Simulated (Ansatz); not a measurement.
# DyZr2Se: the cost of one run

Program: Ansatz 0.2.0. Level of theory: DFT PBE, scalar-relativistic, plane waves, PAW; 4f electrons in the core of a trivalent norm-conserving potential. These are calculated values, not measurements.

1 further run of the same task is left out (it didn't finish).

## (1) The structure to begin with

The structure is hexagonal, space group P6/mmm (No. 191). The conventional cell has a = 4.163 Å, b = 4.163 Å, c = 6.598 Å, α = 90.00°, β = 90.00°, γ = 120.00°. Dy (site symmetry 6/mmm) has 6 Zr at 2.40 Å and 2 Se at 3.30 Å as nearest neighbours. Zr (site symmetry -6m2) is surrounded by 3 Zr at 2.40 Å and 3 Dy at 2.40 Å. Se (site symmetry 6/mmm) is surrounded by 2 Dy at 3.30 Å.

Coordinates:

```xyz
4
Lattice="4.1634 0.0000 0.0000 -2.0817 3.6056 0.0000 0.0000 0.0000 6.5980" Properties=species:S:1:pos:R:3 pbc="T T T"
Dy    0.0000    0.0000    0.0000
Zr    0.0000    2.4037    0.0000
Zr    2.0817    1.2019    0.0000
Se    0.0000    0.0000    3.2990
```

A structure generator made this guess: random cell by space group and Wyckoff sites (P6/mmm, No. 191). Its size is a rough estimate.

## (2) Probe: one point on a coarse mesh

File input.yaml:

```yaml
crystal:
  lattice:
    - [4.16340743, 0.0, 0.0]
    - [-2.08170372, 3.6056166, 0.0]
    - [0.0, 0.0, 6.59801577]
  atoms:
    - { symbol: Dy, position: [0.0, 0.0, 0.0] }
    - { symbol: Zr, position: [0.33333333, 0.66666667, 0.0] }
    - { symbol: Zr, position: [0.66666667, 0.33333333, 0.0] }
    - { symbol: Se, position: [0.0, 0.0, 0.5] }
basis:
  ecutwfc: 630
kpoints:
  mp_grid: { grid: [6, 6, 4] }
hamiltonian:
  xc: pbe
  pseudopotentials:
    kind: paw
    azcp: { Dy: "pseudopotentials/pbe/nc/lanthanide_3plus/Dy.nc.azcp" }
scf:
  occupations: { method: gaussian, width: 0.1 }
  lower_state_search: "off"
output:
  forces: true
  stress: true
  eigenvalues: true
```

The run is started by

```bash
$ ansatz run input.yaml --threads 1 --pin off --max-ram 2560MiB --backend cpu --events-out ev --progress --plain --runs-dir out
```

What time and memory should one allow on 1 thread of Intel Xeon Platinum 8259CL at 2.50GHz (Skylake/Cascade Lake), shared host?

About 15 s, with a peak of 0.5 GiB.
